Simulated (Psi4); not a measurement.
# SiH3Se (SMILES [SiH2][SeH]) at U-wB97X-V/cc-pVTZ

Aim: the vertical ionisation energy of SiH3Se at U-wB97X-V/cc-pVTZ, from 2 runs. 

The results are computed with Psi4 1.11.

## 1. The structure to begin with

The species is SiH3Se (5 atoms), meant as a doublet with charge 0. SMILES: `[SiH2][SeH]`. The shape is that of a PBE0-D4/def2-TZVP optimisation. This is one conformer, not always the lowest.

Bond lengths: Si1–Se2 2.272 Å, Si1–H3 1.492 Å, Si1–H4 1.489 Å, Se2–H5 1.469 Å. Angles: Si1–Se2–H5 93.1°, Se2–Si1–H3 111.1°, Se2–Si1–H4 104.9°, H3–Si1–H4 110.2°.

## 2. The energy at U-wB97X-V/cc-pVTZ

Contents of calc.inp:

```
memory 1600 mb

molecule {
  0 2
  Si     0.11508432    -1.49628515     0.38890564
  Se     1.46756131     2.23441217    -1.25080972
  H     -2.46476978    -1.24003828     1.49590720
  H      0.06462863    -3.27187181    -1.79297215
  H      0.91198183     3.63451026     1.08092334
  units au
  symmetry c1
}

set basis cc-pVTZ
set reference uks
set puream true
set e_convergence 1e-09
set d_convergence 1e-08
set scf_type pk
set dft_radial_points 99
set dft_spherical_points 590
set maxiter 200

e_tot, wfn = energy('wb97x-v', return_wfn=True)
print_variables()
```

Launch:

```console
$ psi4 -n 1 calc.inp calc.out
```

calc.out:

```text
[...]
  Running in c1 symmetry.
[...]
  Nuclear repulsion =  147.937373213038853
[...]
  Multiplicity = 2
[...]
  Nalpha       = 26
  Nbeta        = 25
[...]
    Number of basis functions: 119
[...]
   @UKS iter   1: -2692.03108924932349   -2.23713e+00   1.35328e-02 DIIS/ADIIS
[...]
   @UKS iter  14: -2692.60336744528558   -5.45697e-12   3.72157e-09 DIIS
[...]
   @S^2 Observed:                7.537064490E-01
[...]
    Orbital Energies [Eh]
    ---------------------
    Alpha Occupied:
       1A   -453.712751     2A    -66.180360     3A    -58.118423
       4A    -52.161116     5A    -52.160191     6A    -52.158625
       7A     -7.928680     8A     -5.872955     9A     -5.869427
      10A     -5.863895    11A     -5.416040    12A     -3.769133
      13A     -3.765788    14A     -3.763868    15A     -2.233699
      16A     -2.232818    17A     -2.228149    18A     -2.225391
      19A     -2.224719    20A     -0.844747    21A     -0.648137
      22A     -0.507934    23A     -0.458031    24A     -0.430671
      25A     -0.377755    26A     -0.297939
    Alpha Virtual:
[...]
  @UKS Final Energy: -2692.60336744528558
   => Energetics <=
    Nuclear Repulsion Energy =            147.9373732130388532
    One-Electron Energy =               -4041.2057006474979062
    Two-Electron Energy =                1284.8422469066458689
    DFT Exchange-Correlation Energy =     -84.3892180477618581
    Empirical Dispersion Energy =           0.0000000000000000
    VV10 Nonlocal Energy =                  0.2119311302893375
    Total Energy =                      -2692.6033674452855848
[...]
 Multipole Moments:
 ------------------------------------------------------------------------------------
     Multipole            Electronic (a.u.)      Nuclear  (a.u.)        Total (a.u.)
 ------------------------------------------------------------------------------------
 L = 1.  Multiply by 2.5417464519 to convert [e a0] to [Debye]
 Dipole X            :          4.5693867           -4.6975780           -0.1281913
 Dipole Y            :          8.2745786           -8.3062350           -0.0316564
 Dipole Z            :         -4.0325993            4.2970596            0.2644602
 Magnitude           :                                                    0.2955915
[...]
```

It took 2.7 min on 1 thread of Intel Xeon Platinum 8488C (Sapphire Rapids), shared host; peak memory 1.7 GiB.

## 3. The singlet cation at the same level

Contents of calc.in:

```
memory 1600 mb

molecule molecule1 {
  1 1
  Si
  Se 1 R2
  H 1 R3 2 A3
  H 1 R4 3 A4 2 D4
  H 2 R5 1 A5 4 D5

  R2 = 2.272135
  R3 = 1.491751
  A3 = 111.05429
  R4 = 1.488846
  A4 = 110.21157
  D4 = -115.85731
  R5 = 1.468972
  A5 = 93.11917
  D5 = 170.70284
  symmetry c1
}

set reference rks
set puream true
set e_convergence 1e-09
set d_convergence 1e-08
set scf_type pk
set dft_radial_points 99
set dft_spherical_points 590

e_tot, wfn = energy("wb97x-v/cc-pVTZ", return_wfn=True)
```

Launch:

```console
$ psi4 calc.in calc.out -n 1
```

calc.out:

```text
[...]
  Running in c1 symmetry.
[...]
  Nuclear repulsion =  147.937345266169331
[...]
  Multiplicity = 1
[...]
  Nalpha       = 25
  Nbeta        = 25
[...]
    Number of basis functions: 119
[...]
   @RKS iter   1: -2691.70103228287735   -1.90708e+00   1.35017e-02 ADIIS/DIIS
[...]
   @RKS iter  14: -2692.30341489951434   -7.27596e-12   4.04157e-09 DIIS
[...]
    Orbital Energies [Eh]
    ---------------------
    Doubly Occupied:
       1A   -453.957564     2A    -66.462289     3A    -58.361864
       4A    -52.404573     5A    -52.403699     6A    -52.402146
       7A     -8.171143     8A     -6.114641     9A     -6.112005
      10A     -6.106484    11A     -5.693714    12A     -4.049093
      13A     -4.041517    14A     -4.039671    15A     -2.475190
      16A     -2.474583    17A     -2.470258    18A     -2.468092
      19A     -2.467250    20A     -1.071670    21A     -0.873989
      22A     -0.729454    23A     -0.683040    24A     -0.649846
      25A     -0.585594
[...]
  @RKS Final Energy: -2692.30341489951434
   => Energetics <=
    Nuclear Repulsion Energy =            147.9373452661693307
    One-Electron Energy =               -4028.6408663692131995
    Two-Electron Energy =                1272.4426020126293224
    DFT Exchange-Correlation Energy =     -84.2519177470652920
    Empirical Dispersion Energy =           0.0000000000000000
    VV10 Nonlocal Energy =                  0.2094219379653814
    Total Energy =                      -2692.3034148995143369
[...]
 Multipole Moments:
 ------------------------------------------------------------------------------------
     Multipole            Electronic (a.u.)      Nuclear  (a.u.)        Total (a.u.)
 ------------------------------------------------------------------------------------
 L = 1.  Multiply by 2.5417464519 to convert [e a0] to [Debye]
 Dipole X            :         -0.5000450            0.1087586           -0.3912864
 Dipole Y            :         -1.4454450            1.6261509            0.1807060
 Dipole Z            :          8.4352603          -10.3377632           -1.9025029
 Magnitude           :                                                    1.9507119
[...]
```

It took 3.3 min on 1 thread of Intel Xeon Platinum 8488C (Sapphire Rapids), shared host; peak memory 1.7 GiB.

## 4. Outcome

At U-wB97X-V/cc-pVTZ:

| quantity | value |
| --- | --- |
| doublet SiH3Se: total energy | -2692.60337 Eh |
| doublet SiH3Se: dipole moment | 0.75 D |
| doublet SiH3Se: HOMO energy (highest over α and β) | -8.11 eV |
| doublet SiH3Se: LUMO energy (lowest over α and β) | -0.93 eV |
| doublet SiH3Se: ⟨S²⟩ | 0.754 |
| singlet cation: total energy | -2692.30341 Eh |
| singlet cation: HOMO energy | -15.93 eV |
| singlet cation: LUMO energy | -8.11 eV |
| singlet cation: HOMO–LUMO gap | 7.82 eV |
| vertical ionisation energy (to the singlet cation) | 8.162 eV |

The vertical ionisation energy comes to 8.16 eV (788 kJ/mol). Only the singlet of the ionised species was computed; a triplet could lie lower.
